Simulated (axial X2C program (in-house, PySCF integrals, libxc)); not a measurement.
**TeB⁺: properties at the nuclei**

Aim: properties at the nuclei of TeB⁺, with spin–orbit coupling in the Hamiltonian from the start.

Computed with an in-house X2C program for linear molecules on PySCF integrals. Level: two-component X2C with atomic mean-field terms, Te dyall-cv3z, B dyall-v3z.

All values are calculated.

### Step 1. Input

task.json

```json
{
 "zs": [
  52,
  5
 ],
 "q": 1,
 "bas": [
  "dyall-cv3z",
  "dyall-v3z"
 ],
 "r0": 2.06,
 "levels": [
  "PBE0",
  "HF",
  "LDA",
  "PBE50",
  "BP86"
 ],
 "nst": 3
}
```

Keys: zs atomic numbers; q charge; bas basis sets; r0 starting distance in Å; levels methods (HF also brings MP2); nst determinants followed.

Run with:

```sh
$ python soeom.py task.json out
```

Further steps of the session: Expectation values, lowest determinant; Expectation values, a higher determinant; Expectation values, a higher determinant.

Before running it: what results should come out? Wanted: lowest determinant; Eeff magnitude; Ws magnitude Te; A∥/gI Te; qzz Te; higher determinant (for each run or level that gives them).

The runs gave:

| quantity | value |
| --- | --- |
| lowest determinant | Ω = 2 (excess of +ω over −ω: ω = 1/2, ω = 3/2) |
| Eeff magnitude (GV/cm), PBE0 | 2.12 |
| Ws magnitude Te (kHz), PBE0 | 0.533 |
| A∥/gI Te (MHz), PBE0 | 421 |
| qzz Te (a.u.), PBE0 | 0.84 |
| higher determinant | Ω = 1 (excess of +ω over −ω: ω = -1/2, ω = 3/2) |
| Eeff magnitude (GV/cm), PBE0, higher determinant | 0.26 |
| Ws magnitude Te (kHz), PBE0, higher determinant | 0.0513 |
| A∥/gI Te (MHz), PBE0, higher determinant | 590 |
| qzz Te (a.u.), PBE0, higher determinant | 1.18 |
| higher determinant | Ω = 1 (excess of +ω over −ω: 2 × ω = 1/2) |
| Eeff magnitude (GV/cm), PBE0, higher determinant | 3.55 |
| Ws magnitude Te (kHz), PBE0, higher determinant | 2.16 |
| A∥/gI Te (MHz), PBE0, higher determinant | 1860 |
| qzz Te (a.u.), PBE0, higher determinant | -0.08 |

**Reading.** In the first state, the effective field runs from 1.73 to 3.03 GV/cm over the mean-field levels. The expectation values come from single determinants, which for open shells can mix terms of unlike spin or miss the lowest Ω, so a determinant need not be a state. Eeff is the effective electric field on the electron dipole moment in this Ω state and Ws the scalar–pseudoscalar constant (defined with the proton number Z and per Ω); A∥ is the parallel hyperfine constant, which follows by multiplying with the nuclear g factor gI = μI/(I μN); qzz is the electric field gradient, eQq0 = 234.96 MHz × Q/barn × qzz. The operators were transformed with the bare-nucleus X2C matrices.
